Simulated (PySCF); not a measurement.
# TlSe: bond curves at several levels of theory

One table from this session's results is given with a row withheld; the runs are named, their logs left out.

Computed with PySCF 2.14.0. Level: Tl def2-SVP with ECP60, Se def2-SVP, scalar-relativistic core potentials.

The first run:

A driver script around PySCF takes these settings:

```yaml
atoms: Tl, Se
charge: 0
basis: Tl def2-SVP with ECP60, Se def2-SVP
Hamiltonian: scalar-relativistic core potentials
basis_functions: 58
electrons_treated: 55
masses_in_u: 204.9744, 79.9165
levels: PBE0, PBE, r²SCAN, PBEsol, PW91, M06-2X, HSE06, HF, MP2, SCS-MP2, CCSD, CCSD(T)
grid: 80 radial by 434 angular points
occupations: held fixed by the projection of orbital angular momentum
dissociation_limit: Tl + Se, each in its ground configuration
starting_distance_in_angstrom: 2.545
values_of_2S_to_try: 1, 3
```

Launch:

```
$ OMP_NUM_THREADS=1 python dia.py task.json out
```

Among the steps run: Input; First curve: PBE0; Higher solutions at PBE0; PBE; r²SCAN (meta-GGA); PBEsol (GGA); PW91 (GGA); M06-2X; HSE06 (range-separated hybrid); UHF; Adding correlation.

One table of the session follows, with a row left open; its other results are not shown here.

It belongs to the step «The curves together». Energy (eV) from each level's lowest point:

```
R (Å)    UHF  UHF-MP2  UHF-SCS-MP2  UHF-CCSD  UHF-CCSD(T)
2.356  0.860    0.758        0.802       n/a          n/a
2.466  0.398    0.327        0.358     0.359        0.362
2.576  0.138    0.097        0.114     0.115        0.117
2.658  0.039    0.018        0.027     0.027        0.028
2.740  0.000    0.000        0.000     0.000        0.000
2.822  0.007    0.028        0.020     0.019        0.018
2.932      ?        ?            ?         ?            ?
3.069  0.206    0.283        0.254     0.251        0.247
3.233  0.417    0.531        0.491     0.483        0.476
3.452  0.731    0.902        0.852       n/a          n/a
```

Q: Estimate the row for R (Å) = 2.932 from the others.

Worked estimate for «UHF». A straight line through the neighbours (2.822, 0.007) and (3.069, 0.206) gives 0.007 + (0.206 − 0.007) × (2.932 − 2.822) / (3.069 − 2.822) = 0.096; a parabola fitted to 4 rows on both sides gives 0.076.

As computed: UHF: 0.070; UHF-MP2: 0.116; UHF-SCS-MP2: 0.098; UHF-CCSD: 0.097; UHF-CCSD(T): 0.094. In «UHF» the line misses by +0.026 and the parabola by +0.006.
